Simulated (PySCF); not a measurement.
# perfluoroethane (C₂F₆): core binding energies at several levels of theory, part 2 of 2

PySCF 2.14.0. Atoms count from 0.

**7. Core-electron binding energies: HF, X2C**

Job settings and geometry (Å):

```
{"job": {"kind": "xps", "xc": "HF"}, "charge": 0, "multiplicity": 1}
F      0.813432    -0.269314     1.515507
C     -0.075950     0.283352     0.705126
F      0.109619     1.593830     0.684633
F     -1.293889     0.022297     1.153277
C      0.089054    -0.288380    -0.717743
F      1.296357     0.000174    -1.177329
F     -0.064707    -1.602776    -0.691097
F     -0.819771     0.239680    -1.522119
```

Level: delta-SCF UKS HF, pcX-2 on the ionised atom, pcseg-1 elsewhere, spin-free X2C.

What it wrote:

```text
ground state, core basis on atom 0 (F), 143 functions
  cycle   1  E = -672.46351873  |g| = 1.28e+00
  cycle   2  E = -672.67896670  |g| = 8.06e-01
  cycle   3  E = -672.78236297  |g| = 8.78e-02
  cycle   4  E = -672.78440016  |g| = 2.55e-02
  cycle   5  E = -672.78465505  |g| = 4.56e-03
  cycle   6  E = -672.78466624  |g| = 8.30e-04
  cycle   7  E = -672.78466653  |g| = 1.59e-04
  E(ground) = -672.78466653 Eh
hole in F 1s of atom 0
  cycle   1  E = -646.37861209  |g| = 2.56e+00
  cycle   2  E = -647.03265135  |g| = 1.15e+00
  cycle   3  E = -647.24884677  |g| = 9.34e-02
  cycle   4  E = -647.25096955  |g| = 2.79e-02
  cycle   5  E = -647.25126678  |g| = 1.24e-02
  cycle   6  E = -647.25136684  |g| = 3.87e-03
  cycle   7  E = -647.25137861  |g| = 1.20e-03
  cycle   8  E = -647.25138000  |g| = 5.22e-04
  cycle   9  E = -647.25138029  |g| = 2.37e-04
  E(ion) = -647.25138029 Eh   <S^2> = 0.7614   hole on atom = 1.000   binding energy = 694.796 eV
ground state, core basis on atom 1 (C), 143 functions
  cycle   1  E = -672.74788481  |g| = 7.43e-02
  cycle   2  E = -672.74845606  |g| = 4.13e-02
  cycle   3  E = -672.74870370  |g| = 4.29e-03
  cycle   4  E = -672.74870773  |g| = 7.43e-04
  cycle   5  E = -672.74870791  |g| = 3.61e-04
  E(ground) = -672.74870791 Eh
hole in C 1s of atom 1
  cycle   1  E = -661.18233814  |g| = 1.48e+00
  cycle   2  E = -661.45793262  |g| = 9.02e-01
  cycle   3  E = -661.68172526  |g| = 2.00e-01
  cycle   4  E = -661.69535112  |g| = 4.60e-02
  cycle   5  E = -661.69669913  |g| = 2.26e-02
  cycle   6  E = -661.69750645  |g| = 1.47e-02
  cycle   7  E = -661.69799981  |g| = 9.12e-03
  cycle   8  E = -661.69823295  |g| = 3.34e-03
  cycle   9  E = -661.69826080  |g| = 9.29e-04
  cycle  10  E = -661.69826204  |g| = 4.58e-04
  E(ion) = -661.69826204 Eh   <S^2> = 0.8090   hole on atom = 1.000   binding energy = 300.698 eV
```

It took 16 s on 1 thread of Arm Neoverse N1, shared host; peak memory 0.53 GiB.

The holes in one table. −ε is the ground-state orbital energy:

```tsv
hole	stands for	environment	ΔSCF (eV)	−ε (eV)	⟨S²⟩
F1s on F0	F0, F2, F3, F5, F6, F7	fluorine of a CF3 group	694.80	718.5	0.761
C1s on C1	C1, C4	CF3 carbon	300.70	314.7	0.809
```

Each hole run stands for the others of its class of like atoms.

**8. X-ray photoelectron lines: SCAN, X2C**

Settings changed since step 7:

```diff
@@ -1,2 +1,2 @@
-{"job": {"kind": "xps", "xc": "HF"}, "charge": 0, "multiplicity": 1}
+{"job": {"kind": "xps", "basis": "pcX-1"}, "charge": 0, "multiplicity": 1}
 F      0.813432    -0.269314     1.515507
```

Method: delta-SCF UKS SCAN, pcX-1 on the ionised atom, pcseg-1 elsewhere, spin-free X2C.

What it wrote:

```text
ground state, core basis on atom 0 (F), 122 functions
  cycle   1  E = -675.31806092  |g| = 1.14e+00
  cycle   2  E = -674.81699746  |g| = 2.14e+00
  cycle   3  E = -675.52443466  |g| = 4.43e-02
  cycle   4  E = -675.52475538  |g| = 1.99e-02
  cycle   5  E = -675.52479153  |g| = 1.37e-02
  cycle   6  E = -675.52481817  |g| = 1.83e-03
  cycle   7  E = -675.52481903  |g| = 8.46e-04
  cycle   8  E = -675.52481869  |g| = 1.75e-04
  E(ground) = -675.51194684 Eh
hole in F 1s of atom 0
  cycle   1  E = -649.10288219  |g| = 2.57e+00
  cycle   2  E = -648.86389543  |g| = 2.21e+00
  cycle   3  E = -649.82966591  |g| = 6.37e-01
  cycle   4  E = -649.90274624  |g| = 4.32e-01
  cycle   5  E = -649.96135014  |g| = 4.28e-02
  cycle   6  E = -649.96180873  |g| = 2.11e-02
  cycle   7  E = -649.96195091  |g| = 6.90e-03
  cycle   8  E = -649.96196528  |g| = 1.53e-03
  cycle   9  E = -649.96196555  |g| = 8.14e-04
  cycle  10  E = -649.96196659  |g| = 2.41e-04
  E(ion) = -649.95653626 Eh   <S^2> = 0.7565   hole on atom = 1.000   binding energy = 695.398 eV
ground state, core basis on atom 1 (C), 122 functions
  cycle   1  E = -675.52520432  |g| = 3.71e-02
  cycle   2  E = -675.52502033  |g| = 4.76e-02
  cycle   3  E = -675.52541065  |g| = 9.11e-03
  cycle   4  E = -675.52541803  |g| = 3.34e-03
  cycle   5  E = -675.52542379  |g| = 8.03e-04
  cycle   6  E = -675.52542225  |g| = 1.87e-04
  E(ground) = -675.50949250 Eh
hole in C 1s of atom 1
  cycle   1  E = -663.98675098  |g| = 1.50e+00
  cycle   2  E = -662.55088704  |g| = 2.47e+00
  cycle   3  E = -664.41230475  |g| = 5.49e-01
  cycle   4  E = -664.48566186  |g| = 2.50e-01
  cycle   5  E = -664.50415773  |g| = 6.78e-02
  cycle   6  E = -664.50553805  |g| = 2.70e-02
  cycle   7  E = -664.50578286  |g| = 5.47e-03
  cycle   8  E = -664.50580000  |g| = 2.25e-03
  cycle   9  E = -664.50580415  |g| = 7.31e-04
  cycle  10  E = -664.50580530  |g| = 2.82e-04
  E(ion) = -664.49473739 Eh   <S^2> = 0.7716   hole on atom = 1.000   binding energy = 299.727 eV
```

It took 15 s on 1 thread of Arm Neoverse N1, shared host; peak memory 0.53 GiB.

The holes in one table. −ε is the ground-state orbital energy:

```tsv
hole	stands for	environment	ΔSCF (eV)	−ε (eV)	⟨S²⟩
F1s on F0	F0, F2, F3, F5, F6, F7	fluorine of a CF3 group	695.40	668.5	0.757
C1s on C1	C1, C4	CF3 carbon	299.73	281.6	0.772
```

Each hole run stands for the others of its class of like atoms.

**9. X-ray photoelectron lines: SCAN, X2C**

Settings changed since step 8:

```diff
@@ -1,2 +1,2 @@
-{"job": {"kind": "xps", "basis": "pcX-1"}, "charge": 0, "multiplicity": 1}
+{"job": {"kind": "xps", "basis": "def2-TZVP"}, "charge": 0, "multiplicity": 1}
 F      0.813432    -0.269314     1.515507
```

Method: delta-SCF UKS SCAN, def2-TZVP on the ionised atom, pcseg-1 elsewhere, spin-free X2C.

What it wrote:

```text
ground state, core basis on atom 0 (F), 129 functions
  cycle   1  E = -675.37842974  |g| = 1.13e+00
  cycle   2  E = -674.87508832  |g| = 2.14e+00
  cycle   3  E = -675.58443188  |g| = 4.44e-02
  cycle   4  E = -675.58469816  |g| = 2.74e-02
  cycle   5  E = -675.58478254  |g| = 1.41e-02
  cycle   6  E = -675.58480994  |g| = 1.47e-03
  cycle   7  E = -675.58481294  |g| = 8.16e-04
  cycle   8  E = -675.58481187  |g| = 1.93e-04
  E(ground) = -675.57208032 Eh
hole in F 1s of atom 0
  cycle   1  E = -649.15545697  |g| = 2.46e+00
  cycle   2  E = -648.95053995  |g| = 1.98e+00
  cycle   3  E = -649.85029235  |g| = 6.79e-01
  cycle   4  E = -649.95337991  |g| = 3.98e-01
  cycle   5  E = -650.00225626  |g| = 4.66e-02
  cycle   6  E = -650.00280876  |g| = 2.24e-02
  cycle   7  E = -650.00296959  |g| = 6.87e-03
  cycle   8  E = -650.00298315  |g| = 1.52e-03
  cycle   9  E = -650.00298431  |g| = 8.67e-04
  cycle  10  E = -650.00298366  |g| = 2.13e-04
  E(ion) = -649.99803467 Eh   <S^2> = 0.7562   hole on atom = 1.000   binding energy = 695.905 eV
ground state, core basis on atom 1 (C), 129 functions
  cycle   1  E = -675.55875107  |g| = 1.06e-01
  cycle   2  E = -675.55562279  |g| = 1.76e-01
  cycle   3  E = -675.56037932  |g| = 8.91e-03
  cycle   4  E = -675.56039305  |g| = 3.81e-03
  cycle   5  E = -675.56039447  |g| = 9.19e-04
  cycle   6  E = -675.56039152  |g| = 3.02e-04
  E(ground) = -675.54499335 Eh
hole in C 1s of atom 1
  cycle   1  E = -664.02558918  |g| = 1.47e+00
  cycle   2  E = -662.61439205  |g| = 2.38e+00
  cycle   3  E = -664.42558867  |g| = 5.82e-01
  cycle   4  E = -664.51268072  |g| = 2.43e-01
  cycle   5  E = -664.53080887  |g| = 6.21e-02
  cycle   6  E = -664.53198031  |g| = 2.61e-02
  cycle   7  E = -664.53221024  |g| = 5.83e-03
  cycle   8  E = -664.53222744  |g| = 2.16e-03
  cycle   9  E = -664.53223383  |g| = 7.55e-04
  cycle  10  E = -664.53223368  |g| = 4.42e-04
  E(ion) = -664.52123379 Eh   <S^2> = 0.7698   hole on atom = 1.000   binding energy = 299.972 eV
```

It took 17 s on 1 thread of Arm Neoverse N1, shared host; peak memory 0.53 GiB.

Binding energies by hole, beside the orbital energy of the ground state; the difference holds orbital relaxation and, for a density functional, its self-interaction error:

```tsv
hole	stands for	environment	ΔSCF (eV)	−ε (eV)	⟨S²⟩
F1s on F0	F0, F2, F3, F5, F6, F7	fluorine of a CF3 group	695.91	668.8	0.756
C1s on C1	C1, C4	CF3 carbon	299.97	281.5	0.770
```

Each hole run stands for the others of its class of like atoms.

**10. Core holes by ΔSCF: SCAN, non-relativistic**

Settings changed since step 9:

```diff
@@ -1,2 +1,2 @@
-{"job": {"kind": "xps", "basis": "def2-TZVP"}, "charge": 0, "multiplicity": 1}
+{"job": {"kind": "xps", "x2c": false}, "charge": 0, "multiplicity": 1}
 F      0.813432    -0.269314     1.515507
```

Method: delta-SCF UKS SCAN, pcX-2 on the ionised atom, pcseg-1 elsewhere, non-relativistic.

What it wrote:

```text
ground state, core basis on atom 0 (F), 143 functions
  cycle   1  E = -674.85543099  |g| = 1.13e+00
  cycle   2  E = -674.36607348  |g| = 2.12e+00
  cycle   3  E = -675.05744828  |g| = 4.56e-02
  cycle   4  E = -675.05771542  |g| = 2.80e-02
  cycle   5  E = -675.05779931  |g| = 1.51e-02
  cycle   6  E = -675.05782839  |g| = 1.68e-03
  cycle   7  E = -675.05783031  |g| = 8.46e-04
  cycle   8  E = -675.05783040  |g| = 2.14e-04
  E(ground) = -675.04529996 Eh
hole in F 1s of atom 0
  cycle   1  E = -648.65411388  |g| = 2.57e+00
  cycle   2  E = -648.41818790  |g| = 2.24e+00
  cycle   3  E = -649.39934727  |g| = 6.29e-01
  cycle   4  E = -649.46365826  |g| = 4.45e-01
  cycle   5  E = -649.52545920  |g| = 4.18e-02
  cycle   6  E = -649.52587465  |g| = 2.28e-02
  cycle   7  E = -649.52603832  |g| = 8.06e-03
  cycle   8  E = -649.52605674  |g| = 1.78e-03
  cycle   9  E = -649.52605837  |g| = 8.53e-04
  cycle  10  E = -649.52605978  |g| = 3.07e-04
  E(ion) = -649.52100989 Eh   <S^2> = 0.7569   hole on atom = 1.000   binding energy = 694.551 eV
ground state, core basis on atom 1 (C), 143 functions
  cycle   1  E = -675.03149549  |g| = 1.10e-01
  cycle   2  E = -675.02846855  |g| = 1.73e-01
  cycle   3  E = -675.03304346  |g| = 1.18e-02
  cycle   4  E = -675.03305652  |g| = 7.72e-03
  cycle   5  E = -675.03306372  |g| = 1.13e-03
  cycle   6  E = -675.03306339  |g| = 3.80e-04
  E(ground) = -675.01733437 Eh
hole in C 1s of atom 1
  cycle   1  E = -663.49729790  |g| = 1.50e+00
  cycle   2  E = -661.99304785  |g| = 2.54e+00
  cycle   3  E = -663.92828507  |g| = 5.40e-01
  cycle   4  E = -663.99657628  |g| = 2.57e-01
  cycle   5  E = -664.01614318  |g| = 6.73e-02
  cycle   6  E = -664.01746519  |g| = 2.76e-02
  cycle   7  E = -664.01771532  |g| = 6.36e-03
  cycle   8  E = -664.01773391  |g| = 2.43e-03
  cycle   9  E = -664.01773776  |g| = 1.10e-03
  cycle  10  E = -664.01773815  |g| = 1.16e-03
  cycle  11  E = -664.01773944  |g| = 1.75e-04
  E(ion) = -664.00678921 Eh   <S^2> = 0.7715   hole on atom = 1.000   binding energy = 299.612 eV
```

Run time: 18 s. Hardware: 1 thread of Arm Neoverse N1, shared host; peak memory 0.53 GiB.

The holes in one table. −ε is the ground-state orbital energy:

```tsv
hole	stands for	environment	ΔSCF (eV)	−ε (eV)	⟨S²⟩
F1s on F0	F0, F2, F3, F5, F6, F7	fluorine of a CF3 group	694.55	668.2	0.757
C1s on C1	C1, C4	CF3 carbon	299.61	281.6	0.772
```

Each hole run stands for the others of its class of like atoms.

**11. What came out**

What follows sums up all 2 parts.

| quantity | value |
| --- | --- |
| point group | D3d |
| rotational constants (main isotopes) | 2.86, 1.86, 1.86 GHz |
| F1s binding energies, SCAN/pcX-2 | F0 695.19 eV |
| C1s binding energies, SCAN/pcX-2 | C1 299.70 eV |
| F1s binding energies, B3LYP/pcX-2 | F0 694.89 eV |
| C1s binding energies, B3LYP/pcX-2 | C1 299.80 eV |
| F1s binding energies, PBE0/pcX-2 | F0 694.32 eV |
| C1s binding energies, PBE0/pcX-2 | C1 299.23 eV |
| F1s binding energies, PBE/pcX-2 | F0 693.83 eV |
| C1s binding energies, PBE/pcX-2 | C1 298.27 eV |
| F1s binding energies, HF/pcX-2 | F0 694.80 eV |
| C1s binding energies, HF/pcX-2 | C1 300.70 eV |
| F1s binding energies, SCAN/pcX-1 | F0 695.40 eV |
| C1s binding energies, SCAN/pcX-1 | C1 299.73 eV |
| F1s binding energies, SCAN/def2-TZVP | F0 695.91 eV |
| C1s binding energies, SCAN/def2-TZVP | C1 299.97 eV |
| F1s binding energies, SCAN/pcX-2, non-relativistic | F0 694.55 eV |
| C1s binding energies, SCAN/pcX-2, non-relativistic | C1 299.61 eV |

**Reading.** Single values in the summary come from the first run of each kind that ended normally (SCAN/pcX-2), which need not be the best level. Relaxing lowered the energy by 0.043 eV in 6 steps; the close pair that moved most is C1–C4, from 1.557 to 1.542 Å. No frequency check was run at this level, so the end point may be a saddle.
